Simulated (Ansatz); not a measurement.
# TaBeB: how the settings move a single-point run

How sensitive is a single-point run of TaBeB to its settings? A reference run comes first, then one run with altered input.

Computed with Ansatz 0.2.0 (reference: DFT, PBEsol, all-electron PAW with datasets made for the crystal, scalar-relativistic, unless a step's input says otherwise).

### Step 1. The structure to begin with

It takes space group P-6m2 (No. 187, hexagonal). The conventional cell has a = 2.381 Å, b = 2.381 Å, c = 2.419 Å, α = 90.00°, β = 90.00°, γ = 120.00°. Around Ta (site symmetry -6m2) lie 6 B at 1.83 Å and 6 Be at 1.83 Å. Around Be (site symmetry -6m2) lie 3 B at 1.37 Å. Around B (site symmetry -6m2) lie 3 Be at 1.37 Å and 6 Ta at 1.83 Å.

As a file:

```
CELL_PARAMETERS angstrom
2.38089 0.00000 0.00000
-1.19045 2.06192 0.00000
0.00000 0.00000 2.41926
ATOMIC_POSITIONS crystal
Ta 0.00000 0.00000 0.00000
Be 0.33333 0.66667 0.50000
B 0.66667 0.33333 0.50000
```

### Step 2. Baseline

File input.yaml:

```yaml
crystal:
  lattice:
    - [2.3808949141, 0.0, 0.0]
    - [-1.1904474571, 2.0619154793, 0.0]
    - [0.0, 0.0, 2.4192622825]
  atoms:
    - { symbol: Ta, position: [0.0, 0.0, 0.0] }
    - { symbol: Be, position: [0.3333333333, 0.6666666667, 0.5] }
    - { symbol: B, position: [0.6666666667, 0.3333333333, 0.5] }
kpoints:
  mp_grid: { grid: [13, 13, 11] }
scf:
  occupations: { method: fermi_dirac, width: 0.05 }
hamiltonian:
  xc: pbesol
  pseudopotentials: { kind: all_electron, datasets: crystal }
output:
  forces: true
  stress: true
  eigenvalues: true
  efg: { contact_densities: true }
```

Command:

```bash
> ansatz run input.yaml --threads 1 --pin off --max-ram 3072MiB --backend cpu --events-out ev --progress --plain --runs-dir out
```

### Step 3. Variant: preconditioner none, dr2_threshold 1.0e-06, n_extra_bands 16

Changes to input.yaml since step 2:

```diff
@@ -13,2 +13,5 @@
   occupations: { method: fermi_dirac, width: 0.05 }
+  mixing: { preconditioner: none }
+  convergence: { dr2_threshold: 1.0e-06 }
+  n_extra_bands: 16
 hamiltonian:
```

Before running it: what results should come out? Wanted: for each run, ending; energy change; pressure; gap; force.

The runs gave:

```tsv
run	ending	energy change	pressure (GPa)	gap (eV)	force (eV/Å)	cycles	time
reference	converged	0	1243.2	0.00	0.00	8	88 s
1: preconditioner none, dr2_threshold 1.0e-06, n_extra_bands 16	converged	0.0 meV/atom	1243.2	0.00	0.00	7	85 s
```

Residual by cycle in the longest SCF loop of each run; runs are numbered as in the table. The quantity is the density residual dr2, in eV.

```tsv
cycle	reference	run 1
1	12.7	12.7
2	0.452	0.457
3	0.0375	0.0388
4	0.00507	0.00501
5	5.9e-5	5.4e-5
6	3.0e-5	3.1e-5
7	3.7e-7	4.4e-7
8	3.8e-8	-
```

What this shows: Same state: the changed mixing, convergence setting and band count leaves the energy within 0.5 meV/atom. Cost: 7 SCF cycles against 8. The structure is not at rest: the sound run finds 1243 GPa, so these are no properties of the relaxed crystal. 
